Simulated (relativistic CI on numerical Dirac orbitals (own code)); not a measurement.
**Bi: how the levels respond to the fine-structure constant and the nuclear radius**

Aim: the factor q = dE/dx of each excitation energy, x = (α/α0)² − 1, by finite differences, and the field-shift factor by the mean square nuclear radius, for the lowest 30 levels.

The numbers are computed with relativistic CI on numerical Dirac orbitals (own code) version 3 (Dirac-Coulomb-Breit CI, KLI orbitals optimised for each configuration, valence Slater integrals scaled by 0.85, P86 correlation energy added to each configuration, derivatives by finite differences), except any that are marked as measured or tabulated.

### 1 The atom as given

| Quantity | Value |
| --- | --- |
| ion | Bi (Bi I) |
| nuclear charge | 83 |
| electrons | 83 |
| isotope | A = 209 |
| first configuration | [Xe] 4f14 5d10 6s2 6p3 |

Outer shells as boxes (Hund's rule):

[Xe] 4f14 5d10 6s2 6p3
```
[Xe] core
4f [↑↓][↑↓][↑↓][↑↓][↑↓][↑↓][↑↓]
5d [↑↓][↑↓][↑↓][↑↓][↑↓]
6s [↑↓]
6p [↑ ][↑ ][↑ ]
```

### 2 The run

Settings, as recorded:

```ini
atom Bi  Z=83  charge=0  electrons=83
nucleus A=209  rms_radius_fm=5.5211
hamiltonian dirac-coulomb  breit=on  qed=off  c_scale=1
orbitals kli  potential=per-configuration
slater_scale 0.85
correlation p86
mixing on
configurations
  [Xe] 4f14 5d10 6s2 6p3
  [Xe] 4f14 5d10 6s2 6p2 7s
  [Xe] 4f14 5d10 6s2 6p2 7p
  [Xe] 4f14 5d10 6s2 6p2 6d
  [Xe] 4f14 5d10 6s2 6p2 8s
  [Xe] 4f14 5d10 6s2 6p2 7d
  [Xe] 4f14 5d10 6s 6p4
  [Xe] 4f14 5d10 5f 6s2 6p2
end
derivatives alpha2 +-0.01 radius +-1%
```

What does the calculation give? Wanted: lowest level; largest q in size, lowest 30 levels; largest K in size within the lowest configuration; largest field-shift factor among them.

As calculated:

```
                                         quantity                                     value
                                     lowest level                        6p3 [6p3/2] J=3/2°
              largest q in size, lowest 30 levels         37830 cm⁻¹ (6p3 [6p3/2^3] J=3/2°)
largest K in size within the lowest configuration         2.18 (6p3 [6p1/2 6p3/2^2] J=3/2°)
            largest field-shift factor among them  27.9 GHz/fm² (6p2 7s [6p1/2^2 7s] J=1/2)
```

What this shows: Among these levels the largest q belongs to 6p3 [6p3/2^3] J=3/2°, within the lowest configuration. K = 2q/E, the relative sensitivity of a level, hangs on the computed energy: between configurations that lie close it can be off by a factor of several. In a near-neutral ion this small CI can misplace whole configurations by 10,000 cm⁻¹ or more, above all where the count of f electrons changes.
